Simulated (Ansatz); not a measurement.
# CH₃NOSi: small, medium and large basis sets

The task here is to estimate one member of a computed series from the others.

The runs use Ansatz 0.2.0, Gaussian basis; one geometry, several basis sets.

The runs, in order: PBE0-D4/def2-SVP; ωB97M-V/def2-SVP; PBE0-D4/def2-QZVPP; ωB97M-V/def2-QZVPP; the functionals' def2-TZVPP values are taken from earlier runs.

### Structure used throughout

All runs share one geometry, relaxed beforehand with PBE0-D4 in a triple-zeta def2 set.

SMILES `O[SiH]1C=N1`, 7 atoms, charge 0, spin multiplicity 1.

Atoms are counted from 1 here; the program's logs count them from 0.

Bond lengths: O1–Si2 1.630 Å, O1–H5 0.959 Å, Si2–C3 1.763 Å, Si2–N4 1.764 Å, Si2–H6 1.466 Å, C3–N4 1.292 Å, C3–H7 1.093 Å. Angles: Si2–O1–H5 118.2°, O1–Si2–C3 125.9°, O1–Si2–N4 121.7°, O1–Si2–H6 106.7°, C3–Si2–N4 43.0°, C3–Si2–H6 125.1°, N4–Si2–H6 120.7°, Si2–C3–N4 68.6°, Si2–C3–H7 164.3°, N4–C3–H7 127.0°, Si2–N4–C3 68.4°.

Coordinates:

```xyz
7
CH3NOSi
O    -0.9573    1.0896   -1.0047
Si   -0.0112    0.5517    0.2088
C     0.7968   -1.0135    0.2746
N    -0.2874   -1.0119    0.9780
H    -1.3116    0.4471   -1.6223
H     0.3583    1.7247    1.0075
H     1.4739   -1.8557    0.1125
```

Set-up of the first run:

The input, in.yaml:

```yaml
crystal:
  periodic: [false, false, false]
  atoms:
    - {symbol: O, position_ang: [-0.957331, 1.089631, -1.004716]}
    - {symbol: Si, position_ang: [-0.011209, 0.551706, 0.208791]}
    - {symbol: C, position_ang: [0.796751, -1.013501, 0.274587]}
    - {symbol: N, position_ang: [-0.287427, -1.011863, 0.978033]}
    - {symbol: H, position_ang: [-1.311645, 0.447071, -1.622313]}
    - {symbol: H, position_ang: [0.358257, 1.724688, 1.007453]}
    - {symbol: H, position_ang: [1.473905, -1.855731, 0.112466]}
basis:
  gaussian: {orbitals: def2-SVP}
hamiltonian: {xc: pbe0, dispersion: d4}
output: {orbitals: {seedname: orbitals}}
```

Run with:

```
> ansatz run in.yaml --threads 2 --pin off --events-out ev --progress --plain --max-ram 4352MiB
```

Steps of the session up to this table: PBE0-D4 in def2-SVP; ωB97M-V in def2-SVP; PBE0-D4 in def2-QZVPP; ωB97M-V in def2-QZVPP.

One of the session's tables, all rows but one given; the rest of the session is left out.

It belongs to the step «Functionals by basis». 

```
functional       basis  HOMO (eV)
   PBE0-D4    def2-SVP          ?
   PBE0-D4  def2-TZVPP      -6.55
   PBE0-D4  def2-QZVPP      -6.59
   ωB97M-V    def2-SVP      -8.63
   ωB97M-V  def2-TZVPP      -8.77
   ωB97M-V  def2-QZVPP      -8.82
```

**Question.** Estimate the row for PBE0-D4, def2-SVP.

The run gave: HOMO (eV): -6.43. In the column «HOMO (eV)» it is the highest.
